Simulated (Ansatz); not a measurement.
# CH4S2Si: the cost of one run

Method: RKS B3LYP/def2-SVP, in Ansatz 0.2.0.

## Step 1: Starting point

Bond lengths: C1–S2 1.794 Å, S2–Si3 2.130 Å, Si3–S4 2.092 Å, C1–H5 1.151 Å, C1–H6 1.085 Å, C1–H7 1.081 Å, S4–H8 1.376 Å. Angles: C1–S2–Si3 102.0°, S2–C1–H5 107.6°, S2–C1–H6 112.4°, S2–C1–H7 113.9°, H5–C1–H6 102.5°, H5–C1–H7 106.8°, H6–C1–H7 112.6°, S2–Si3–S4 109.1°, Si3–S4–H8 94.3°.

Coordinates:

```xyz
8

C     0.2106    1.2279   -0.3026
S    -0.3500    0.4940    1.2349
Si    0.7278   -1.3426    1.2676
S    -0.0012   -2.5907   -0.2442
H    -0.3323    2.2354   -0.4267
H    -0.1235    0.6720   -1.1723
H     1.2701    1.4390   -0.3255
H    -1.3092   -2.1920   -0.0869
```

## Step 2: Relaxing end A

The input, input.yaml:

```yaml
crystal:
  periodic: [false, false, false]
  atoms:
    - { symbol: C, position_ang: [0.2106, 1.2279, -0.3026] }
    - { symbol: S, position_ang: [-0.35, 0.494, 1.2349] }
    - { symbol: Si, position_ang: [0.7278, -1.3426, 1.2676] }
    - { symbol: S, position_ang: [-0.0012, -2.5907, -0.2442] }
    - { symbol: H, position_ang: [-0.3323, 2.2354, -0.4267] }
    - { symbol: H, position_ang: [-0.1235, 0.672, -1.1723] }
    - { symbol: H, position_ang: [1.2701, 1.439, -0.3255] }
    - { symbol: H, position_ang: [-1.3092, -2.192, -0.0869] }
basis:
  gaussian: { orbitals: def2-SVP }
hamiltonian:
  xc: b3lyp
relax:
  f_tol: 0.02
  max_steps: 50
```

On the command line:

```bash
ansatz run input.yaml --threads 2 --pin off --max-ram 3072MiB --backend cpu --events-out ev --progress --plain --runs-dir out
```

**Question.** How long does this run take on 2 threads of Arm Neoverse V1, shared host, and how much memory does it need?

About 32 s, with a peak of 0.18 GiB.
